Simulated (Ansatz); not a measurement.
# CH5GeNS: the cost of one run

Program: the Python package of Ansatz 0.2.0. Level of theory: PBE/def2-SVP. These are calculated values, not measurements.

## Step 1: The system

Bond lengths: N1–C2 1.283 Å, C2–S3 1.778 Å, C2–Ge4 1.865 Å, N1–H5 1.045 Å, S3–H6 1.430 Å, Ge4–H7 1.589 Å, Ge4–H8 1.530 Å, Ge4–H9 1.605 Å. Angles: N1–C2–S3 120.9°, N1–C2–Ge4 119.6°, S3–C2–Ge4 119.3°, C2–N1–H5 121.3°, C2–S3–H6 92.4°, C2–Ge4–H7 108.6°, C2–Ge4–H8 111.5°, C2–Ge4–H9 111.1°, H7–Ge4–H8 108.5°, H7–Ge4–H9 106.3°, H8–Ge4–H9 110.6°.

The script holds or builds the structure itself.

## Step 2: The code

Input file run_bend.py:

```python
import ansatz as az
from ase import Atoms

atoms = Atoms(["N", "C", "S", "Ge", "H", "H", "H", "H", "H"], positions=[
    (0.4962, 0.401, -1.5863),
    (0.1783, 0.4471, -0.3444),
    (0.7939, 1.7406, 0.7088),
    (-0.8421, -0.9264, 0.3977),
    (1.037, 1.1725, -2.0378),
    (1.9889, 1.013, 1.0029),
    (-2.2807, -0.912, -0.2774),
    (-0.2039, -2.2947, 0.1527),
    (-1.0791, -0.6873, 1.9668),
])

first = (
    az.Crystal.molecule_from_ase(atoms).calculation()
    .basis(gaussian="def2-SVP")
    .functional("pbe")
    .relax(force_tolerance=0.02, max_steps=80)
)
atoms.positions = first.run(threads=1, pin="off").report["positions_ang"]

rows = []
for angle in [90, 100, 110, 120, 135, 150, 165, 179]:
    bent = atoms.copy()
    bent.set_angle(1, 0, 4, angle, indices=[4])
    calc = az.Crystal.molecule_from_ase(bent).calculation()
    calc = calc.basis(gaussian="def2-SVP").functional("pbe")
    rows.append((angle, calc.run(threads=1, pin="off").report["free_energy_ev"]))
floor = min(e for _, e in rows)
for angle, e in rows:
    print(f"angle C1-N0-H4 = {angle:3d} deg   {1000 * (e - floor):9.1f} meV")
```

## Step 3: The calls as engine input

The package turns the script's settings into the engine's input (first run):

```yaml
crystal:
  periodic: [false, false, false]
  atoms:
    - { symbol: "N", position_ang: [0.4962, 0.401, -1.5863] }
    - { symbol: C, position_ang: [0.1783, 0.4471, -0.3444] }
    - { symbol: S, position_ang: [0.7939, 1.7406, 0.7088] }
    - { symbol: Ge, position_ang: [-0.8421, -0.9264, 0.3977] }
    - { symbol: H, position_ang: [1.037, 1.1725, -2.0378] }
    - { symbol: H, position_ang: [1.9889, 1.013, 1.0029] }
    - { symbol: H, position_ang: [-2.2807, -0.912, -0.2774] }
    - { symbol: H, position_ang: [-0.2039, -2.2947, 0.1527] }
    - { symbol: H, position_ang: [-1.0791, -0.6873, 1.9668] }
basis:
  gaussian:
    orbitals: def2-SVP
hamiltonian:
  xc: pbe
relax:
  f_tol: 0.02
  max_steps: 80
```

## Step 4: Launch

Command:

```sh
$ python run_bend.py
```

**Question.** How long does this script take on 1 thread of Arm Neoverse V2, shared host, and how much memory does it need?

About 58 s, with a peak of 0.22 GiB.
